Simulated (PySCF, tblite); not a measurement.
**C4H12GeO: dynamics, then NMR shifts on frames**

Aim: move C4H12GeO (`CC[O][GeH2][CH2]C`) away from its starting geometry and see how NMR shifts follow the geometry.

Programs: tblite 0.8.0 and PySCF 2.14.0, with density-fitted response routines of our own. Each step states its level of theory. These are calculated values for one molecule in the gas phase, unless marked as measured. Atoms count from 0, in the outputs and in this text.

### Step 1. Starting geometry

18 atoms, charge 0, multiplicity 1; geometry from: GFN2-xTB.

Bonds of the start (Å): C0–C1 1.52, C1–O2 1.41, O2–Ge3 1.76, Ge3–C4 1.98, C4–C5 1.52, C0–H6 1.09, C0–H7 1.09, C0–H8 1.09, C1–H9 1.10, C1–H10 1.10, Ge3–H11 1.52, Ge3–H12 1.52, C4–H13 1.09, C4–H14 1.09, C5–H15 1.09, C5–H16 1.09, C5–H17 1.09.

### Step 2. A short Langevin run with GFN2-xTB

What the job is given:

```
{"job": {"kind": "md", "xc": "GFN2-xTB", "basis": "xTB", "temperature": 200, "steps": 2000, "every": 50, "frames": 5}, "charge": 0, "multiplicity": 1}
C     -3.219181     0.201601     0.861708
C     -2.257652    -0.107119    -0.275915
O     -0.942096     0.183796     0.148784
Ge     0.545794    -0.332280    -0.633817
C      1.934769     0.372490     0.580953
C      3.355014    -0.009709     0.184623
H     -2.978560    -0.413251     1.725186
H     -4.240995    -0.000075     0.551152
H     -3.130308     1.246488     1.147029
H     -2.506468     0.500841    -1.154788
H     -2.346142    -1.162854    -0.562176
H      0.500663    -1.845592    -0.777404
H      0.585061     0.221476    -2.049384
H      1.837851     1.459303     0.610498
H      1.715005     0.009991     1.586668
H      3.475458    -1.091070     0.175903
H      3.588506     0.362379    -0.810943
H      4.074522     0.409903     0.885988
```

With the program's defaults for keys left out, this is: GFN2-xTB Langevin dynamics, gas phase.

The run is started by

```console
> OMP_NUM_THREADS=1 python probes_run.py task.json out
```

The driver reads the jobs from task.json and runs them one after another.

Log:

```text
t/fs     T/K      E/eV
    0.0   169.6   -562.72415
   25.0   132.3   -562.52741
   50.0    83.5   -562.38499
   75.0   109.0   -562.36052
  100.0   142.3   -562.48213
  125.0   157.9   -562.46411
  150.0   146.0   -562.40036
  175.0   182.3   -562.44475
  200.0   142.7   -562.33700
  225.0   144.3   -562.37423
  250.0   174.1   -562.31223
  275.0   196.9   -562.34152
  300.0   260.0   -562.40561
  325.0   203.6   -562.36284
  350.0   256.0   -562.40482
  375.0   206.0   -562.36616
  400.0   193.1   -562.31998
  425.0   220.7   -562.47460
  450.0   172.8   -562.45102
  475.0   175.9   -562.37510
  500.0   159.5   -562.35491
  525.0   160.9   -562.27089
  550.0   216.7   -562.41974
  575.0   225.4   -562.34378
  600.0   160.9   -562.19331
  625.0   157.3   -562.16022
  650.0   214.7   -562.32808
  675.0   194.1   -562.25457
  700.0   207.8   -562.28556
  725.0   236.3   -562.50647
  750.0   152.3   -562.41524
  775.0   129.9   -562.32005
  800.0   146.7   -562.30448
  825.0   162.1   -562.37007
  850.0   182.8   -562.48871
  875.0   129.4   -562.37326
  900.0   148.8   -562.38298
  925.0   174.3   -562.41095
  950.0   153.4   -562.39330
  975.0   224.9   -562.36897
 1000.0   186.4   -562.25042
```

Wall time 9.4 s (1 thread of Arm Neoverse V2, shared host); peak memory 0.18 GiB.

Distance from the start (root mean square after alignment): 0 fs 0.00 Å, 200 fs 0.19 Å, 400 fs 0.38 Å, 600 fs 0.37 Å, 800 fs 0.82 Å, 1000 fs 0.74 Å.

Positions (Å) and forces (eV/Å) at 1000 fs:

```xyz
18

C    -2.055   -1.420    1.235   -0.029   -1.466    0.238
C    -1.891   -1.111   -0.224    1.449    1.381    0.008
O    -0.488   -1.061   -0.579   -1.295   -1.199    0.314
Ge    0.599    0.205   -0.860   -0.096    1.116   -0.253
C     2.283   -0.361   -0.058    0.718    0.020   -0.293
C     3.438    0.506   -0.609    0.253   -0.873    1.273
H    -1.470   -2.377    1.361   -0.670    0.928    0.334
H    -3.119   -1.607    1.408    0.222   -0.107    0.145
H    -1.722   -0.693    1.948    0.356    0.456    0.027
H    -2.334   -0.175   -0.566   -0.293    0.068    0.258
H    -2.353   -1.928   -0.703   -0.304   -0.900   -1.180
H     0.758    0.416   -2.373    0.062   -0.172    0.144
H    -0.074    1.507   -0.428    0.096   -0.003    0.149
H     2.361   -0.431    1.018   -0.337    0.491    0.391
H     2.350   -1.403   -0.320    0.284   -0.552   -0.656
H     3.177    0.939   -1.537   -0.220    0.366   -0.995
H     3.543    1.304    0.122    0.431    0.144   -0.182
H     4.394   -0.044   -0.735   -0.629    0.304    0.278
```

### Step 3. Nuclear shieldings: 250 fs, PBE0/pcSseg-1

What the job is given:

```
{"job": {"kind": "nmr", "xc": "PBE0", "basis": "pcSseg-1", "pop": false}, "charge": 0, "multiplicity": 1}
C     -3.002100    -0.314800     1.220200
C     -2.127100    -0.458200     0.027400
O     -0.876900     0.037200     0.383800
Ge     0.526600    -0.431600    -0.527400
C      2.096600     0.260500     0.550100
C      3.400600     0.122600    -0.149200
H     -2.567300    -0.845900     2.077600
H     -3.999300    -0.759900     1.128000
H     -3.091100     0.714600     1.450800
H     -2.710700     0.054200    -0.749100
H     -2.050200    -1.521000    -0.321600
H      0.605600    -1.976300    -0.530500
H      0.236200     0.014700    -1.960100
H      1.917000     1.306300     0.879800
H      2.049600    -0.412000     1.416300
H      3.736600    -0.958500    -0.128700
H      3.371200     0.393300    -1.186700
H      4.160600     0.722200     0.386800
```

Method: GIAO PBE0/pcSseg-1 NMR shielding, non-relativistic, gas phase.

Log:

```text
coarse grid: 62984 points
cycle   1  E = -2310.9277533571  dE = -2.136e-01  |g| = 1.126e+00  |ddm| = 3.644e+00
cycle   2  E = -2310.6910575188  dE =  2.367e-01  |g| = 1.560e+00  |ddm| = 1.824e+00
cycle   3  E = -2311.0673878633  dE = -3.763e-01  |g| = 2.608e-01  |ddm| = 1.385e+00
cycle   4  E = -2311.0786938457  dE = -1.131e-02  |g| = 7.562e-02  |ddm| = 2.135e-01
cycle   5  E = -2311.0795106700  dE = -8.168e-04  |g| = 1.359e-02  |ddm| = 6.349e-02
cycle   6  E = -2311.0795525546  dE = -4.188e-05  |g| = 4.425e-03  |ddm| = 1.580e-02
cycle   7  E = -2311.0795570654  dE = -4.511e-06  |g| = 7.474e-04  |ddm| = 3.704e-03
final grid: 133544 points
cycle   8  E = -2311.0795743650  dE = -2.254e-08  |g| = 8.122e-04  |ddm| = 1.837e-03
cycle   9  E = -2311.0795742932  dE =  7.183e-08  |g| = 1.018e-03  |ddm| = 1.537e-03
cycle  10  E = -2311.0795745141  dE = -2.209e-07  |g| = 9.132e-05  |ddm| = 8.124e-04
cycle  11  E = -2311.0795745157  dE = -1.645e-09  |g| = 2.834e-05  |ddm| = 8.689e-05
cycle  12  E = -2311.0795745158  dE = -1.119e-10  |g| = 3.366e-06  |ddm| = 2.106e-05
converged SCF energy = -2311.0795745158

GIAO shielding tensors (ppm)
atom      isotropic    diamagn.    paramagn.     s11        s22        s33       span
  0 C      166.605     246.519     -79.914    145.017    167.570    187.227     42.211
  1 C      123.667     239.463    -115.796     96.129    101.184    173.688     77.559
  2 O      314.060     406.069     -92.009    281.816    324.910    335.454     53.638
  3 Ge    1340.103    2759.008   -1418.905   1213.447   1281.502   1525.361    311.914
  4 C      169.561     252.640     -83.079    152.245    172.240    184.200     31.955
  5 C      175.767     244.131     -68.364    167.681    171.127    188.495     20.814
  6 H       30.286      29.947       0.339     26.189     29.262     35.407      9.218
  7 H       30.579      26.881       3.698     26.713     27.311     37.713     11.000
  8 H       30.920      30.417       0.502     27.160     29.285     36.315      9.155
  9 H       27.775      29.827      -2.052     22.415     28.144     32.764     10.348
 10 H       28.004      29.640      -1.636     22.390     27.705     33.917     11.527
 11 H       26.468      31.101      -4.633     20.606     22.451     36.346     15.741
 12 H       26.418      30.708      -4.290     19.724     22.583     36.946     17.222
 13 H       29.558      32.608      -3.050     23.776     29.514     35.386     11.610
 14 H       29.758      32.899      -3.141     24.927     29.587     34.760      9.832
 15 H       29.489      26.799       2.690     24.918     27.628     35.920     11.002
 16 H       30.908      28.920       1.987     25.424     30.184     37.114     11.690
 17 H       29.611      25.438       4.173     24.261     27.099     37.472     13.211
```

Run time: 27 s. Hardware: 1 thread of Arm Neoverse V2, shared host; peak memory 0.83 GiB.

Shifts follow as δ = σ(reference) − σ, with reference shieldings (ppm) from runs at the same level and on the same kind of geometry: 1H TMS 31.72, 13C TMS 186.9, 17O H2O 336.1, 73Ge GeMe4 1331. The references are single molecules in the gas phase, so shifts against H2O, NH3, PH3, H3PO4 or CFCl3 are not on the usual liquid scales and can be off by tens of ppm. Each atom is listed at this fixed geometry, with no averaging over motion; a spectrum would average atoms that exchange fast.

```tsv
atoms	environment	σ (ppm)	δ (ppm)
C1	sp3 CH2 bonded to O	123.7	63.3
C0	methyl carbon	166.6	20.3
C4	sp3 CH2 bonded to Ge	169.6	17.4
C5	methyl carbon	175.8	11.2
H12	hydrogen on a germanium bonded to C, O	26.42	5.30
H11	hydrogen on a germanium bonded to C, O	26.47	5.25
H9	hydrogen on an sp3 CH2 bonded to O	27.77	3.94
H10	hydrogen on an sp3 CH2 bonded to O	28.00	3.71
H15	hydrogen on a methyl carbon	29.49	2.23
H13	hydrogen on an sp3 CH2 bonded to Ge	29.56	2.16
H17	hydrogen on a methyl carbon	29.61	2.11
H14	hydrogen on an sp3 CH2 bonded to Ge	29.76	1.96
H6	hydrogen on a methyl carbon	30.29	1.43
H7	hydrogen on a methyl carbon	30.58	1.14
H16	hydrogen on a methyl carbon	30.91	0.81
H8	hydrogen on a methyl carbon	30.92	0.80
O2	oxygen bonded to C, Ge	314.1	22.0
Ge3	germanium bonded to C, O, 2 H	1340	-9
```

Orbitals, density, ELF and potential are computed afterwards from the orbital file.

Frontier orbitals at PBE0/pcSseg-1, with the share of their density that lies nearest to each atom:

```tsv
orbital	energy (eV)	lies on
HOMO	-7.56	O2 55 %; H9 13 %; H11, H12 about 8 % each
LUMO	0.58	Ge3 18 %; H12 16 %; H11, H16 about 12 % each
```

ELF in a plane through or near 7 of the atoms.

Ten even steps from ' ' (0.00) to '@' (1.00):
```
                                                        
                                                        
                                                        
                      ..----..                          
                      --####--                          
                    ..==%%##==                          
          ..**##..  ..--------    --==::                
          --%%%%--  ::..====......++**++..              
          --%%@@==..==..##**..++==--::==....++++        
          --**--++++##========####++::##==**@@@@==      
      ..##%%++==@@**==%%==::##++##++##%%::%%@@@@**      
      --@@@@@@**%%..--++::  ++%%%%::------**%%@@--      
      ==@@@@@@++==++++==..  --##**  ::****++----        
      ..@@@@%%....==++--      --..  ..==++--            
        ..::      ....                  ..              
                                                        
                                                        
                                                        
                                                        
                                                        
```
The map spans 13.6 Å across and 9.1 Å up, centred on the molecule. Atoms in the plane (x, y in Å): C0 (3.2, -0.6), C1 (2.2, 0.5), O2 (1.0, -0.2), Ge3 (-0.5, 0.7), C4 (-2.0, -0.7), C5 (-3.3, -0.1), H17 (-4.1, -0.9).

On the surface of density 0.002 e/bohr³ the electrostatic potential runs, from the 1st to the 99th percentile, from -1.45 V near O2 to 0.89 V near H16.

### Step 4. Shielding tensors: 425 fs, PBE0/pcSseg-1

What the job is given:

```
{"job": {"kind": "nmr", "xc": "PBE0", "basis": "pcSseg-1", "pop": false}, "charge": 0, "multiplicity": 1}
C     -2.364400    -1.114300     1.706500
C     -1.855100    -0.475200     0.401200
O     -0.463500    -0.312900     0.456900
Ge     0.765700    -0.310700    -0.815700
C      2.198600     0.183900     0.402700
C      3.579600     0.068800    -0.248200
H     -1.855300    -2.015100     1.896400
H     -3.426800    -1.323900     1.623800
H     -2.187100    -0.358200     2.447400
H     -2.294800     0.530700     0.276800
H     -2.194000    -1.053800    -0.473700
H      0.946100    -1.665000    -1.402400
H      0.323100     0.715100    -1.912900
H      2.071400     1.214900     0.746800
H      2.231600    -0.451800     1.281500
H      3.841900    -0.994300    -0.324400
H      3.603600     0.514900    -1.249000
H      4.330400     0.582300     0.383300
```

With the program's defaults for keys left out, this is: GIAO PBE0/pcSseg-1 NMR shielding, non-relativistic, gas phase.

Log:

```text
coarse grid: 62984 points
cycle   1  E = -2310.9212084803  dE = -2.657e-01  |g| = 1.146e+00  |ddm| = 3.627e+00
cycle   2  E = -2310.6348600520  dE =  2.863e-01  |g| = 1.646e+00  |ddm| = 2.035e+00
cycle   3  E = -2311.0667973214  dE = -4.319e-01  |g| = 2.943e-01  |ddm| = 1.599e+00
cycle   4  E = -2311.0814770479  dE = -1.468e-02  |g| = 7.671e-02  |ddm| = 2.436e-01
cycle   5  E = -2311.0823151851  dE = -8.381e-04  |g| = 1.288e-02  |ddm| = 6.362e-02
cycle   6  E = -2311.0823516321  dE = -3.645e-05  |g| = 4.178e-03  |ddm| = 1.495e-02
cycle   7  E = -2311.0823555590  dE = -3.927e-06  |g| = 7.927e-04  |ddm| = 3.505e-03
final grid: 133544 points
cycle   8  E = -2311.0823371305  dE = -2.108e-08  |g| = 9.141e-04  |ddm| = 2.012e-03
cycle   9  E = -2311.0823370215  dE =  1.090e-07  |g| = 1.179e-03  |ddm| = 1.796e-03
cycle  10  E = -2311.0823373183  dE = -2.968e-07  |g| = 1.451e-04  |ddm| = 1.003e-03
cycle  11  E = -2311.0823373221  dE = -3.840e-09  |g| = 2.608e-05  |ddm| = 1.114e-04
cycle  12  E = -2311.0823373222  dE = -9.140e-11  |g| = 3.707e-06  |ddm| = 2.332e-05
converged SCF energy = -2311.0823373222

GIAO shielding tensors (ppm)
atom      isotropic    diamagn.    paramagn.     s11        s22        s33       span
  0 C      167.698     248.452     -80.754    145.503    170.411    187.181     41.678
  1 C      120.155     242.887    -122.732     87.690    104.825    167.949     80.259
  2 O      309.924     406.827     -96.903    266.929    318.964    343.879     76.950
  3 Ge    1351.061    2758.660   -1407.598   1253.656   1306.821   1492.707    239.051
  4 C      172.220     250.549     -78.329    155.350    172.129    189.179     33.829
  5 C      174.361     245.216     -70.855    167.915    169.480    185.688     17.773
  6 H       31.335      31.341      -0.006     27.557     30.531     35.918      8.361
  7 H       31.011      27.961       3.051     27.040     27.844     38.150     11.110
  8 H       30.377      30.536      -0.159     26.459     29.061     35.611      9.152
  9 H       27.539      31.277      -3.738     22.114     27.160     33.343     11.229
 10 H       28.021      31.109      -3.088     22.188     28.318     33.557     11.369
 11 H       26.917      31.585      -4.668     20.408     22.313     38.028     17.620
 12 H       25.975      30.012      -4.037     19.924     21.842     36.160     16.236
 13 H       30.057      33.215      -3.159     24.614     29.825     35.731     11.118
 14 H       30.287      33.436      -3.148     24.660     30.566     35.637     10.977
 15 H       30.264      27.759       2.505     25.564     28.541     36.687     11.123
 16 H       30.655      28.141       2.515     25.372     29.681     36.913     11.541
 17 H       29.826      25.797       4.029     24.746     27.234     37.500     12.754
```

It took 20 s on 1 thread of Arm Neoverse V2, shared host; peak memory 0.83 GiB.

In short: δ C1 66.8, C0 19.2, C4 14.7, C5 12.6, H12 5.74, H11 4.80 ppm.

### Step 5. Nuclear shieldings: 625 fs, PBE0/pcSseg-1

What the job is given:

```
{"job": {"kind": "nmr", "xc": "PBE0", "basis": "pcSseg-1", "pop": false}, "charge": 0, "multiplicity": 1}
C     -2.304600    -0.942600     1.549100
C     -1.782700    -0.802500     0.148200
O     -0.404100    -1.016500     0.099300
Ge     0.701100    -0.121600    -0.828200
C      2.385600    -0.061700     0.145000
C      3.512900     0.297200    -0.742300
H     -2.246300    -1.982100     1.911900
H     -3.356400    -0.570200     1.699500
H     -1.744900    -0.213600     2.153800
H     -2.085600     0.237900    -0.063800
H     -2.305100    -1.434800    -0.546400
H      0.858200    -0.582000    -2.214500
H      0.051100     1.316400    -0.846000
H      2.220000     0.507700     1.075800
H      2.459200    -1.122600     0.529000
H      3.478600    -0.150200    -1.764200
H      3.501700     1.391400    -0.909100
H      4.479600     0.053200    -0.246600
```

With the program's defaults for keys left out, this is: GIAO PBE0/pcSseg-1 NMR shielding, non-relativistic, gas phase.

Log:

```text
coarse grid: 62984 points
cycle   1  E = -2310.9304867502  dE = -1.688e-01  |g| = 1.113e+00  |ddm| = 3.653e+00
cycle   2  E = -2310.7302970239  dE =  2.002e-01  |g| = 1.492e+00  |ddm| = 1.714e+00
cycle   3  E = -2311.0639401048  dE = -3.336e-01  |g| = 2.438e-01  |ddm| = 1.283e+00
cycle   4  E = -2311.0736983588  dE = -9.758e-03  |g| = 7.345e-02  |ddm| = 2.000e-01
cycle   5  E = -2311.0744808116  dE = -7.825e-04  |g| = 1.194e-02  |ddm| = 6.030e-02
cycle   6  E = -2311.0745132286  dE = -3.242e-05  |g| = 3.868e-03  |ddm| = 1.381e-02
cycle   7  E = -2311.0745165138  dE = -3.285e-06  |g| = 6.707e-04  |ddm| = 3.317e-03
final grid: 133544 points
cycle   8  E = -2311.0745875038  dE = -2.993e-08  |g| = 7.239e-04  |ddm| = 1.905e-03
cycle   9  E = -2311.0745874544  dE =  4.938e-08  |g| = 8.910e-04  |ddm| = 1.359e-03
cycle  10  E = -2311.0745876195  dE = -1.651e-07  |g| = 6.473e-05  |ddm| = 7.207e-04
cycle  11  E = -2311.0745876204  dE = -8.704e-10  |g| = 2.267e-05  |ddm| = 6.558e-05
converged SCF energy = -2311.0745876204

GIAO shielding tensors (ppm)
atom      isotropic    diamagn.    paramagn.     s11        s22        s33       span
  0 C      161.765     248.186     -86.420    137.498    164.318    183.480     45.982
  1 C      123.090     242.263    -119.173     88.315    104.986    175.968     87.652
  2 O      318.449     406.391     -87.942    292.098    316.417    346.833     54.734
  3 Ge    1305.062    2759.808   -1454.746   1157.986   1255.978   1501.222    343.236
  4 C      176.489     256.967     -80.478    166.597    167.958    194.913     28.316
  5 C      176.047     243.577     -67.531    164.125    175.696    188.318     24.193
  6 H       29.689      28.415       1.273     25.824     27.563     35.679      9.854
  7 H       29.698      27.256       2.441     26.040     26.717     36.336     10.296
  8 H       29.919      31.367      -1.448     25.945     29.779     34.033      8.088
  9 H       28.021      32.102      -4.081     21.842     29.852     32.369     10.527
 10 H       28.231      29.942      -1.712     22.517     27.404     34.772     12.255
 11 H       27.267      32.247      -4.979     20.108     22.948     38.747     18.639
 12 H       26.418      31.342      -4.923     20.681     22.958     35.616     14.935
 13 H       30.116      33.647      -3.531     25.155     28.990     36.203     11.048
 14 H       29.883      32.522      -2.639     24.476     29.592     35.581     11.105
 15 H       29.955      27.350       2.605     24.634     29.242     35.989     11.354
 16 H       30.092      27.647       2.445     25.306     27.985     36.984     11.678
 17 H       29.412      24.718       4.694     23.839     26.771     37.626     13.787
```

Run time: 19 s. Hardware: 1 thread of Arm Neoverse V2, shared host; peak memory 0.83 GiB.

Key values: δ C1 63.8, C0 25.2, C5 10.9, C4 10.4, H12 5.30, H11 4.45 ppm.

(Part 1 of 2 ends here.)
